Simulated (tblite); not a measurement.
# C4H11BOSi2: the cost of one run

Computed with tblite 0.8.0 and PySCF 2.14.0, with density-fitted response routines of our own, on a single molecule in the gas phase. Atoms count from 0, in the outputs and in this text.

### Step 1. Starting geometry

19 atoms, charge 0, multiplicity 1; geometry from: force field or distance geometry start.

Bonds of the start (Å): B0–Si1 1.94, Si1–O2 1.75, Si1–C3 1.82, C3–C4 1.22, C4–C5 1.47, Si1–C6 1.84, C6–Si7 1.89, B0–H8 1.18, B0–H9 1.17, O2–H10 0.98, C5–H11 1.13, C5–H12 1.08, C5–H13 1.11, C6–H14 1.09, C6–H15 1.11, Si7–H16 1.47, Si7–H17 1.47, Si7–H18 1.47.

### Step 2. Relaxing the molecule with GFN2-xTB

What the job is given:

```
{"job": {"kind": "relax", "xc": "GFN2-xTB", "basis": "xTB"}, "charge": 0, "multiplicity": 1}
B     -0.869100     2.204800    -0.092800
Si    -0.351400     0.417000     0.451500
O     -0.513500     0.249000     2.184200
C      1.379900     0.123300    -0.040700
C      2.544600    -0.074000    -0.338600
C      3.944500    -0.313900    -0.715500
C     -1.398600    -0.857700    -0.355600
Si    -2.844600    -1.208900     0.804800
H     -1.027600     3.018200     0.753200
H     -0.591800     2.523200    -1.188000
H     -0.823400     1.080700     2.593200
H      4.643000     0.155700     0.035500
H      4.104000     0.134800    -1.685500
H      4.147900    -1.405300    -0.700600
H     -0.870400    -1.775300    -0.596600
H     -1.797900    -0.420400    -1.300000
H     -3.470900     0.075300     1.156300
H     -2.369700    -1.913800     2.008300
H     -3.844900    -2.003500     0.080200
```

Run with:

```bash
$ OMP_NUM_THREADS=1 python probes_run.py task.json out
```

This one command runs all jobs of the session in turn.

**Question.** How long does this first job take on 1 thread of Arm Neoverse V1, shared host?

About 1.5 s.
